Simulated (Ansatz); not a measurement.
# RbIr: the cost of one run

Computed with Ansatz 0.2.0 (DFT PBE, scalar-relativistic, plane waves, PAW, unless a step's input says otherwise).

### Step 1. The starting structure

Symmetry: Pm-3m, No. 221, cubic system. The conventional cell has a = 3.824 Å, b = 3.824 Å, c = 3.824 Å, α = 90.00°, β = 90.00°, γ = 90.00°. Around Rb (site symmetry m-3m) lie 8 Ir at 3.31 Å. Around Ir (site symmetry m-3m) lie 8 Rb at 3.31 Å.

As a file:

```cif
data_structure
_symmetry_space_group_name_H-M 'Pm-3m'
_symmetry_Int_Tables_number 221
_cell_length_a 3.8240
_cell_length_b 3.8240
_cell_length_c 3.8240
_cell_angle_alpha 90.000
_cell_angle_beta 90.000
_cell_angle_gamma 90.000
_cell_volume 55.92
loop_
_atom_site_label
_atom_site_type_symbol
_atom_site_symmetry_multiplicity
_atom_site_Wyckoff_symbol
_atom_site_fract_x
_atom_site_fract_y
_atom_site_fract_z
_atom_site_occupancy
Rb1 Rb 1 a 0.00000 0.00000 0.00000 1
Ir1 Ir 1 b 0.50000 0.50000 0.50000 1
```

This is candidate A: caesium chloride type (Pm-3m, No. 221).

(A quick probe on a coarse mesh, which set the mesh and smearing, is not shown.)

### Step 3. Relaxing cell and atoms (candidate A)

The input, input.yaml:

```yaml
crystal:
  lattice:
    - [3.823969969, 0.0, 0.0]
    - [0.0, 3.823969969, 0.0]
    - [0.0, 0.0, 3.823969969]
  atoms:
    - { symbol: Rb, position: [0.0, 0.0, 0.0] }
    - { symbol: Ir, position: [0.5, 0.5, 0.5] }
basis:
  ecutwfc: 420
kpoints:
  mp_grid: { grid: [14, 14, 14] }
hamiltonian:
  xc: pbe
scf:
  occupations: { method: gaussian, width: 0.1 }
output:
  forces: true
  stress: true
  eigenvalues: true
relax:
  adjacent_minimum: "off"
  f_tol: 0.01
  max_steps: 80
  cell: { stress_tol: 0.05 }
```

The run is started by

```bash
$ ansatz run input.yaml --threads 1 --pin off --max-ram 2560MiB --backend cpu --events-out ev --progress --plain --runs-dir out
```

Q: Estimate wall time and peak memory on 1 thread of Intel Xeon 6975P-C (Granite Rapids), shared host.

About 13 s, with a peak of 0.43 GiB.
